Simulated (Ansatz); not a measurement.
# AlClH₃NOSi: a ladder of functionals and wavefunction methods

An exercise on one series of results from a longer session: the logs are not shown, and one member is left open.

Program: Ansatz 0.2.0, Gaussian basis. Level of theory: functionals in def2-TZVPP, the program's frozen cores in correlated methods. These are calculated values, not measurements.

Levels to be run: LDA (SPW92), PBE-D4, revPBE-D4, BLYP-D4, r2SCAN-D4, B97M-V, PBE0-D4, B3LYP-D4, r2SCANh-D4, r2SCAN0-D4, HSE06-D4, BHLYP-D4, CAM-B3LYP-D4, LC-ωPBE, ωB97X-V, ωB97M-V, B2PLYP, PBE-QIDH; CCSD(T)/def2-SVP; CCSD(T)/def2-TZVPP; MP2/def2-QZVPP; extrapolation to the limit; RPA on PBE.

**The geometry**

An earlier PBE0-D4 in a triple-zeta def2 set relaxation fixed the geometry.

SMILES `O[SiH]1[NH][Al]1[Cl]`, 8 atoms, charge 0, spin multiplicity 1.

Atoms are counted from 1 here; the program's logs count them from 0.

Bond lengths: O1–Si2 1.645 Å, O1–H6 0.959 Å, Si2–N3 1.747 Å, Si2–Al4 2.300 Å, Si2–H7 1.484 Å, N3–Al4 1.781 Å, N3–H8 1.012 Å, Al4–Cl5 2.090 Å. Angles: Si2–O1–H6 116.8°, O1–Si2–N3 118.8°, O1–Si2–Al4 129.6°, O1–Si2–H7 101.4°, N3–Si2–Al4 50.0°, N3–Si2–H7 117.5°, Al4–Si2–H7 128.1°, Si2–N3–Al4 81.3°, Si2–N3–H8 129.8°, Al4–N3–H8 148.7°, Si2–Al4–N3 48.7°, Si2–Al4–Cl5 177.7°, N3–Al4–Cl5 133.2°.

The first run:

in.yaml reads:

```yaml
crystal:
  periodic: [false, false, false]
  atoms:
    - {symbol: O, position_ang: [-0.077180, 1.389742, 1.602578]}
    - {symbol: Si, position_ang: [0.521662, 0.703143, 0.233227]}
    - {symbol: N, position_ang: [0.296317, -1.011373, -0.015297]}
    - {symbol: Al, position_ang: [-0.577283, -0.415617, -1.449027]}
    - {symbol: Cl, position_ang: [-1.635171, -1.370389, -2.977627]}
    - {symbol: H, position_ang: [-1.000475, 1.224000, 1.801820]}
    - {symbol: H, position_ang: [1.913175, 1.218717, 0.231841]}
    - {symbol: H, position_ang: [0.651155, -1.795222, 0.516785]}
basis:
  gaussian: {orbitals: def2-TZVPP}
hamiltonian: {xc: lda}
output: {orbitals: {seedname: orbitals}}
```

The run is started by

```bash
ansatz run in.yaml --threads 2 --pin off --events-out ev --progress --plain --max-ram 4352MiB
```

Among the steps run: LDA; PBE-D4 (GGA); revPBE-D4 (GGA); BLYP-D4 (GGA); r2SCAN-D4 (meta-GGA); B97M-V (meta-GGA); B3LYP-D4 (hybrid); r2SCANh-D4 (hybrid); r2SCAN0-D4 (hybrid); HSE06-D4 (hybrid); BHLYP-D4 (hybrid); CAM-B3LYP-D4 (range-separated); LC-ωPBE (range-separated); ωB97X-V (range-separated); ωB97M-V (range-separated); B2PLYP (double hybrid); PBE-QIDH (double hybrid).

One of the session's tables, all rows but one given; the rest of the session is left out.

It belongs to the step «Frontier levels by functional». 

| functional | HOMO (eV) | gap (eV) |
| --- | --- | --- |
| LDA (SPW92) | -5.76 | 3.48 |
| PBE-D4 | -5.65 | 3.61 |
| revPBE-D4 | -5.60 | 3.67 |
| BLYP-D4 | -5.52 | 3.60 |
| r2SCAN-D4 | ? | ? |
| B97M-V | -5.87 | 4.04 |
| PBE0-D4 | -6.68 | 5.42 |
| B3LYP-D4 | -6.51 | 5.04 |
| r2SCANh-D4 | -6.22 | 4.74 |
| r2SCAN0-D4 | -6.80 | 5.71 |
| HSE06-D4 | -6.29 | 4.66 |
| BHLYP-D4 | -7.62 | 7.21 |
| CAM-B3LYP-D4 | -7.91 | 7.64 |
| LC-ωPBE | -9.13 | 9.97 |
| ωB97X-V | -8.85 | 9.59 |
| ωB97M-V | -8.63 | 9.10 |

**Question.** Estimate the row for r2SCAN-D4.

Worked estimate for «HOMO (eV)». Against the share of exact exchange, r2SCANh-D4 (0.1, -6.22), r2SCAN0-D4 (0.25, -6.80) give a slope of -3.87 per unit share; at 0 the line stands at -5.83.

**Answer.** HOMO (eV): -5.84; gap (eV): 4.09. In «HOMO (eV)» the line misses by +0.01.
